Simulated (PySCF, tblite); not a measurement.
# C₇H₈O+ (doublet): geometry, infrared bands and EPR parameters

Aim: predict the infrared bands and EPR parameters of C₇H₈O+ (doublet) (`CC1=CC(O)=C[CH][CH+]1`).

Programs: tblite 0.8.0 and PySCF 2.14.0, with density-fitted response routines of our own. Each step states its level of theory. These are calculated values for one molecule in the gas phase, unless marked as measured. Atoms are numbered from 0 throughout.

### Step 1. The starting structure

16 atoms, charge 1, multiplicity 2; geometry from: force field or distance geometry start.

Bonds of the start (Å): C0–C1 1.49, C1–C2 1.31, C2–C3 1.47, C3–O4 1.40, C3–C5 1.33, C5–C6 1.49, C6–C7 1.51, C7–C1 1.47, C0–H8 1.11, C0–H9 1.10, C0–H10 1.13, C2–H11 1.07, O4–H12 1.01, C5–H13 1.09, C6–H14 1.13, C7–H15 1.10.

### Step 2. Optimising the geometry with GFN2-xTB

Job settings and geometry (Å):

```
{"job": {"kind": "relax", "xc": "GFN2-xTB", "basis": "xTB"}, "charge": 1, "multiplicity": 2}
C      2.244200     0.661100    -0.130900
C      0.849500     0.142000    -0.077700
C     -0.176500     0.948100     0.034500
C     -1.531500     0.391000     0.080600
O     -2.611300     1.269700     0.201200
C     -1.753500    -0.918200     0.043700
C     -0.673500    -1.931500    -0.067300
C      0.700200    -1.318600    -0.116900
H      2.393200     1.189500    -1.093000
H      2.999500    -0.113100     0.075700
H      2.325600     1.471600     0.646700
H     -0.110500     2.015300     0.074000
H     -2.787900     1.977700    -0.498400
H     -2.769200    -1.316100     0.089400
H     -0.680300    -2.483200     0.918200
H      1.574400    -1.976500    -0.191400
```

Run with:

```sh
$ OMP_NUM_THREADS=1 python probes_run.py task.json out
```

The driver reads the jobs from task.json and runs them one after another.

**Question.** This job is followed by: GFN2-xTB harmonic vibrations, gas phase; UKS B3LYP, pcH-1 on C H O, non-relativistic, mean-field spin-orbit, GIAO. Predict these results of the whole session: strongest single infrared mode (GFN2-xTB); zero-point energy (GFN2-xTB); g(iso) (B3LYP); ⟨S²⟩; largest a(iso) (averaged by class).

The runs gave:

| quantity | value |
| --- | --- |
| strongest single infrared mode (GFN2-xTB) | 1449 cm⁻¹, 554 km/mol |
| zero-point energy (GFN2-xTB) | 79.2 kcal/mol |
| g(iso) (B3LYP) | 2.00303 |
| ⟨S²⟩ | 0.765 (exact 0.75) |
| largest a(iso) (averaged by class) | 13C on C7, 34.5 MHz |

In words: The optimisation took 128 steps and gained 2.637 eV; among the close pairs (by a distance rule), C6–C7 changed most, from 1.505 to 1.392 Å. No mode is imaginary among the 42: a minimum at this level. The strongest single mode, at 1449 cm⁻¹, moves mainly C3. Unscaled tight-binding wavenumbers are off by several per cent, some by more. Its intensities can rank the bands wrongly. C7 carries the largest spin population, 0.46 e. The isotropic g lies 0.7 ppt above the free-electron value.
